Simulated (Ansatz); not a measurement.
# Rh: the cost of one run

Program: Ansatz 0.2.0. Level of theory: DFT PBEsol, scalar-relativistic, plane waves, PAW. These are calculated values, not measurements.

## 1. The system as given

Symmetry: Fm-3m, No. 225, cubic system. The conventional cell has a = 3.806 Å, b = 3.806 Å, c = 3.806 Å, α = 90.00°, β = 90.00°, γ = 90.00°. Around Rh (site symmetry m-3m) lie 12 Rh at 2.69 Å.

Coordinates:

```xyz
1
Lattice="0.0000 1.9030 1.9030 1.9030 0.0000 1.9030 1.9030 1.9030 0.0000" Properties=species:S:1:pos:R:3 pbc="T T T"
Rh    0.0000    0.0000    0.0000
```

This is candidate A: structure listed in a database for this formula (Fm-3m, No. 225).

(A quick probe on a coarse mesh, which set the mesh and smearing, is not shown.)

## 3. Rough relaxation on the coarse mesh (candidate A)

File input.yaml:

```yaml
crystal:
  lattice:
    - [0.0, 1.9029860865, 1.9029860865]
    - [1.9029860865, 0.0, 1.9029860865]
    - [1.9029860865, 1.9029860865, 0.0]
  atoms:
    - { symbol: Rh, position: [0.0, 0.0, 0.0] }
basis:
  ecutwfc: 420
kpoints:
  mp_grid: { grid: [8, 8, 8] }
hamiltonian:
  xc: pbesol
scf:
  occupations: { method: gaussian, width: 0.1 }
  lower_state_search: "off"
output:
  forces: true
  stress: true
  eigenvalues: true
relax:
  adjacent_minimum: "off"
  f_tol: 0.04
  max_steps: 70
  cell: { stress_tol: 0.4 }
```

Q: Estimate wall time and peak memory on 1 thread of an Arm CPU, shared host.

About 2.4 s, with a peak of 0.26 GiB.
